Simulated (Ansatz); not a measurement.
# TlBi2 and its elements: a formation energy from the elements

Program: the Python package of Ansatz (0.2.0).

Contents of `tlbi2_tlbi2.cif`:
```cif
data_TlBi2
_cell_length_a 5.708665
_cell_length_b 5.708665
_cell_length_c 3.393756
_cell_angle_alpha 90.00000
_cell_angle_beta 90.00000
_cell_angle_gamma 120.00000
_symmetry_space_group_name_H-M 'P 1'
_symmetry_Int_Tables_number 1
loop_
_symmetry_equiv_pos_as_xyz
'x, y, z'
loop_
_atom_site_label
_atom_site_type_symbol
_atom_site_fract_x
_atom_site_fract_y
_atom_site_fract_z
Tl1 Tl    0.000000    0.000000    0.000000
Bi2 Bi    0.666667    0.333333    0.500000
Bi3 Bi    0.333333    0.666667    0.500000
```

Input file `tlbi2_tl.cif`:
```cif
data_Tl
_cell_length_a 3.456000
_cell_length_b 3.456000
_cell_length_c 5.525000
_cell_angle_alpha 90.00000
_cell_angle_beta 90.00000
_cell_angle_gamma 120.00000
_symmetry_space_group_name_H-M 'P 1'
_symmetry_Int_Tables_number 1
loop_
_symmetry_equiv_pos_as_xyz
'x, y, z'
loop_
_atom_site_label
_atom_site_type_symbol
_atom_site_fract_x
_atom_site_fract_y
_atom_site_fract_z
Tl1 Tl    0.333333    0.666667    0.250000
Tl2 Tl    0.666667    0.333333    0.750000
```

Contents of `tlbi2_bi.cif`:
```cif
data_Bi
_cell_length_a 4.728980
_cell_length_b 4.728980
_cell_length_c 4.728980
_cell_angle_alpha 57.30423
_cell_angle_beta 57.30423
_cell_angle_gamma 57.30423
_symmetry_space_group_name_H-M 'P 1'
_symmetry_Int_Tables_number 1
loop_
_symmetry_equiv_pos_as_xyz
'x, y, z'
loop_
_atom_site_label
_atom_site_type_symbol
_atom_site_fract_x
_atom_site_fract_y
_atom_site_fract_z
Bi1 Bi    0.234000    0.234000    0.234000
Bi2 Bi    0.766000    0.766000    0.766000
```

Run as a notebook:

**Cell 1**
```python
from collections import Counter
import warnings

import ansatz as az
from ase.io import read
import numpy as np
```

**Cell 2**
```python
def ground_state(name, crystal):
    calc = (
        crystal.calculation()
        .functional(az.Functional.PBESOL)
        .basis(510)
        .kpoints(spacing=0.3)
        .occupations("gaussian", width=0.1)
        .stress()
    )
    calc = calc.relax(force_tolerance=0.03, cell=True)
    return calc.run(threads=1)
```

**Cell 3**
```python
def counts(outcome):
    return Counter(site.symbol for site in outcome.lattice.sites)
```

**Cell 4**
```python
def formation_energy(outcome, mu):
    n = counts(outcome)
    return (outcome.report["energy_sigma0_ev"] - sum(k * mu[element] for element, k in n.items())) / sum(n.values())
```

**Cell 5**
```python
def volume_per_atom(outcome):
    return abs(np.linalg.det(outcome.lattice.cell_ang)) / len(outcome.lattice.sites)
```

**Cell 6**
```python
warnings.simplefilter("ignore", az.DeckWarning)
```

**Cell 7**
```python
phases = {}
atoms = read("tlbi2_tlbi2.cif")
tlbi2 = az.Crystal.from_ase(atoms)
phases["TlBi2"] = tlbi2
atoms = read("tlbi2_tl.cif")
tl = az.Crystal.from_ase(atoms)
phases["Tl"] = tl
atoms = read("tlbi2_bi.cif")
bi = az.Crystal.from_ase(atoms)
phases["Bi"] = bi
```

**Cell 8**
```python
done = {name: ground_state(name, crystal) for name, crystal in phases.items()}

# energy of one atom in its reference phase
references = {"Tl": "Tl", "Bi": "Bi"}
mu = {element: done[name].report["energy_sigma0_ev"] / len(done[name].lattice.sites) for element, name in references.items()}
```

**Cell 9**
```python
target = done["TlBi2"]
heat = formation_energy(target, mu)
rows = [(name, len(o.lattice.sites), volume_per_atom(o), formation_energy(o, mu)) for name, o in done.items()]
print("     phase       atoms  V (A^3/atom)  E_form (eV/atom)")
for row in rows:
    print(f"{str(row[0]):>10}  {row[1]:10d}  {row[2]:12.3f}  {row[3]:16.4f}")
```
Output:
```text
     phase       atoms  V (A^3/atom)  E_form (eV/atom)
     TlBi2           3        30.532           -0.0533
        Tl           2        28.553            0.0000
        Bi           2        34.739            0.0000
```

Reading the output:
- Spin-orbit coupling, which matters for elements this heavy, is left out.
- The cells come from databases of deposited and of computed structures, and not all need be stable phases.
- The compound is the structure given, not necessarily its lowest; energies are at zero temperature, with no correction for gases. A semilocal functional's error on such energies is often 0.05 to 0.1 eV an atom, and 0.1 to 0.3 eV against gases such as O2 or F2.
- Finished in 31 s on 1 thread of Arm Neoverse V2, with other jobs on the host, peak memory 0.52 GiB.

(Lines on the test bed's own set-up are left out of the output.)
